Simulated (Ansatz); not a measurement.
**C₂H₅AlO: how energies converge with the basis set**

Aim: see how fast density functionals converge with the basis set for C₂H₅AlO.

Program: Ansatz 0.2.0, Gaussian basis. Level of theory: one geometry, several basis sets. These are calculated values, not measurements.

The runs, in order: PBE0-D4/def2-SVP; ωB97M-V/def2-SVP; PBE0-D4/def2-QZVPP; ωB97M-V/def2-QZVPP; the functionals' def2-TZVPP values are taken from earlier runs.

### Step 1. Structure used throughout

The geometry comes from an earlier relaxation with PBE0-D4 in a triple-zeta def2 set; it is a stationary point, not always the lowest conformer.

9 atoms, charge 0, spin multiplicity 1.

Atoms are counted from 1 here; the program's logs count them from 0.

Bond lengths: C1–C2 1.474 Å, C1–H5 1.092 Å, C1–H6 1.094 Å, C1–H7 1.094 Å, C2–O3 1.260 Å, C2–Al4 1.940 Å, O3–Al4 1.933 Å, Al4–H8 1.581 Å, Al4–H9 1.581 Å. Angles: C2–C1–H5 112.3°, C2–C1–H6 108.6°, C2–C1–H7 108.5°, H5–C1–H6 110.7°, H5–C1–H7 110.6°, H6–C1–H7 105.9°, C1–C2–O3 120.3°, C1–C2–Al4 169.0°, O3–C2–Al4 70.7°, C2–O3–Al4 71.3°, C2–Al4–O3 38.0°, C2–Al4–H8 117.3°, C2–Al4–H9 117.3°, O3–Al4–H8 113.0°, O3–Al4–H9 113.1°, H8–Al4–H9 125.1°.

### Step 2. PBE0-D4 in def2-SVP

The input, in.yaml:

```yaml
crystal:
  periodic: [false, false, false]
  atoms:
    - {symbol: C, position_ang: [0.570684, 1.345401, -0.537125]}
    - {symbol: C, position_ang: [0.076226, 0.038768, -0.066281]}
    - {symbol: O, position_ang: [0.533642, -1.027600, -0.557004]}
    - {symbol: Al, position_ang: [-0.791750, -1.478892, 0.775605]}
    - {symbol: H, position_ang: [1.337868, 1.245396, -1.308471]}
    - {symbol: H, position_ang: [0.956621, 1.903294, 0.321518]}
    - {symbol: H, position_ang: [-0.279288, 1.924010, -0.912083]}
    - {symbol: H, position_ang: [-0.158460, -2.024734, 2.117127]}
    - {symbol: H, position_ang: [-2.156945, -1.971942, 0.149615]}
basis:
  gaussian: {orbitals: def2-SVP}
hamiltonian: {xc: pbe0, dispersion: d4}
output: {orbitals: {seedname: orbitals}}
```

The run is started by

```
> ansatz run in.yaml --threads 2 --pin off --events-out ev --progress --plain --max-ram 4352MiB
```

The runs that follow: ωB97M-V in def2-SVP; PBE0-D4 in def2-QZVPP; ωB97M-V in def2-QZVPP.

Before running them: what should the planned runs give, taken together? Wanted: PBE0-D4: double and triple zeta above quadruple; ωB97M-V: double and triple zeta above quadruple.

As calculated:

| quantity | value |
| --- | --- |
| PBE0-D4: double and triple zeta above quadruple | 7.57, 0.44 eV |
| ωB97M-V: double and triple zeta above quadruple | 7.74, 0.43 eV |

What this shows: PBE0-D4 gains 7.12 eV from double to triple zeta, then 0.44 eV more. These are total energies; as a rule much of such shifts cancels in differences, which this series doesn't test.
